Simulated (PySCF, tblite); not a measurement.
# C₅H₁₃OSi radical: geometry, infrared bands and EPR parameters

What infrared bands and EPR parameters should C₅H₁₃OSi radical (`[CH2]CO[SiH2]CCC`) show?

Programs: tblite 0.8.0 and PySCF 2.14.0, with density-fitted response routines of our own. Each step states its level of theory. These are calculated values for one molecule in the gas phase, unless marked as measured. Atoms are numbered from 0 throughout.

### Step 1. The molecule as given

20 atoms, charge 0, multiplicity 2; geometry from: force field or distance geometry start.

Bonds of the start (Å): C0–C1 1.52, C1–O2 1.38, O2–Si3 1.69, Si3–C4 1.87, C4–C5 1.51, C5–C6 1.53, C0–H7 1.11, C0–H8 1.11, C1–H9 1.14, C1–H10 1.09, Si3–H11 1.49, Si3–H12 1.48, C4–H13 1.09, C4–H14 1.14, C5–H15 1.11, C5–H16 1.10, C6–H17 1.10, C6–H18 1.12, C6–H19 1.10.

### Step 2. Relaxing the molecule with GFN2-xTB

The job: settings as JSON, then the geometry in Å.

```
{"job": {"kind": "relax", "xc": "GFN2-xTB", "basis": "xTB"}, "charge": 0, "multiplicity": 2}
C     -3.833300     1.167100    -0.678800
C     -2.948800    -0.004900    -0.293100
O     -1.649300     0.396300    -0.547600
Si    -0.454200    -0.753300    -0.198200
C      1.047100     0.177100     0.417000
C      2.262300    -0.470300    -0.212700
C      3.467100     0.321800     0.294500
H     -3.699300     1.367600    -1.765700
H     -4.899600     0.981600    -0.414600
H     -3.091200    -0.083800     0.834600
H     -3.270600    -0.933800    -0.764700
H     -0.014300    -1.447000    -1.437100
H     -0.873800    -1.758500     0.798700
H      1.087600     0.228300     1.501400
H      0.945100     1.215800    -0.039400
H      2.184700    -0.349200    -1.315500
H      2.357500    -1.528900     0.075000
H      3.187700     1.317100     0.683000
H      3.941300    -0.260100     1.126200
H      4.248800     0.427700    -0.475900
```

Run with:

```sh
$ OMP_NUM_THREADS=1 python probes_run.py task.json out
```

The driver reads the jobs from task.json and runs them one after another.

**Question.** This job is followed by: GFN2-xTB harmonic vibrations, gas phase; UKS B3LYP, pcH-1 on C H O Si, non-relativistic, mean-field spin-orbit, GIAO. What will the session give for the following? strongest single infrared mode (GFN2-xTB); zero-point energy (GFN2-xTB); g(iso) (B3LYP); ⟨S²⟩; largest a(iso) (averaged by class); surface potential, 1st and 99th percentile.

The runs gave:

| quantity | value |
| --- | --- |
| strongest single infrared mode (GFN2-xTB) | 2176 cm⁻¹, 420 km/mol |
| zero-point energy (GFN2-xTB) | 102.4 kcal/mol |
| g(iso) (B3LYP) | 2.00262 |
| ⟨S²⟩ | 0.754 (exact 0.75) |
| largest a(iso) (averaged by class) | 1H on H9, H10, 132.4 MHz |
| surface potential, 1st and 99th percentile | -1.22 V and 0.88 V |

Over 210 steps the energy fell by 1.042 eV; of the close pairs, O2–Si3 changed most, 1.695 to 1.622 Å. All 54 modes are real, so the xTB geometry is a minimum. The strongest single mode, at 2176 cm⁻¹, moves mainly H12 and H11. GFN2-xTB is a fitted tight-binding method: band positions and strengths are rough. Its intensities can rank the bands wrongly. Most of the unpaired spin sits on C0 (1.07 e). The isotropic g lies 0.3 ppt above the free-electron value.
